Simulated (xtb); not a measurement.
# C2H6OSi (SMILES C=C[SiH2]O): GFN2-xTB

We compute a geometry optimisation of C2H6OSi. 

Program for the calculation: xtb 6.7.1 later snapshot.

2 further runs of the same task are left out: 2 set aside as unsound or not needed.

### 1 The structure to begin with

C2H6OSi has 10 atoms, charge 0, and is taken as a singlet. SMILES: `C=C[SiH2]O`. The shape is that of a PBE0-D4/def2-TZVP optimisation. This is one conformer, not always the lowest. The run starts from this shape.

Bond lengths: C1–C2 1.330 Å, C2–Si3 1.857 Å, Si3–O4 1.649 Å, C1–H5 1.087 Å, C1–H6 1.086 Å, C2–H7 1.090 Å, Si3–H8 1.491 Å, Si3–H9 1.484 Å, O4–H10 0.958 Å. Some angles: C1–C2–Si3 122.9°, C2–Si3–O4 111.4°, C1–C2–H7 118.3°, Si3–C2–H7 118.9°, C2–C1–H5 121.4°, C2–C1–H6 122.4°, C2–Si3–H8 108.7°, C2–Si3–H9 111.0°, O4–Si3–H8 111.1°, O4–Si3–H9 105.7°.

### 2 A geometry optimisation at GFN2-xTB

Contents of struc.xyz:

```xyz
10
start
C      0.46940     1.33920    -0.81880
C      0.22140     0.86620     0.39970
Si    -0.46240    -0.83420     0.70070
O     -0.54460    -1.70460    -0.69770
H      0.26930     0.74720    -1.70780
H      0.87350     2.33370    -0.98580
H      0.43510     1.50670     1.25530
H      0.39330    -1.52090     1.71080
H     -1.85250    -0.76570     1.21460
H      0.28070    -2.01900    -1.06810
```

Command:

```bash
$ xtb struc.xyz --chrg 0 --opt vtight --parallel 1 > xtb.out
```

**Question.** What will come out? Wanted: total energy at the end; dipole moment; HOMO energy; LUMO energy; HOMO–LUMO gap; dispersion energy; mean polarisability.

Computed results:

At GFN2-xTB:

| quantity | value |
| --- | --- |
| total energy at the end | -13.13810 Eh |
| dipole moment | 1.43 D |
| HOMO energy | -10.61 eV |
| LUMO energy | -6.14 eV |
| HOMO–LUMO gap | 4.47 eV |
| dispersion energy | -13.55 kJ/mol |
| mean polarisability (D4 model) | 60.1 bohr³ |

At the final geometry: Bond lengths: C1–C2 1.324 Å, C2–Si3 1.886 Å, Si3–O4 1.627 Å, C1–H5 1.079 Å, C1–H6 1.080 Å, C2–H7 1.083 Å, Si3–H8 1.468 Å, Si3–H9 1.457 Å, O4–H10 0.953 Å. Some angles: C1–C2–Si3 125.0°, C2–Si3–O4 112.0°, C1–C2–H7 118.0°, Si3–C2–H7 117.0°, C2–C1–H5 121.6°, C2–C1–H6 123.0°, C2–Si3–H8 107.8°, C2–Si3–H9 112.1°, O4–Si3–H8 110.4°, O4–Si3–H9 101.4°. The optimisation took 18 steps and changed the energy by -0.056 eV. Mulliken charges run from -0.48 on O4 to +0.50 on Si3.
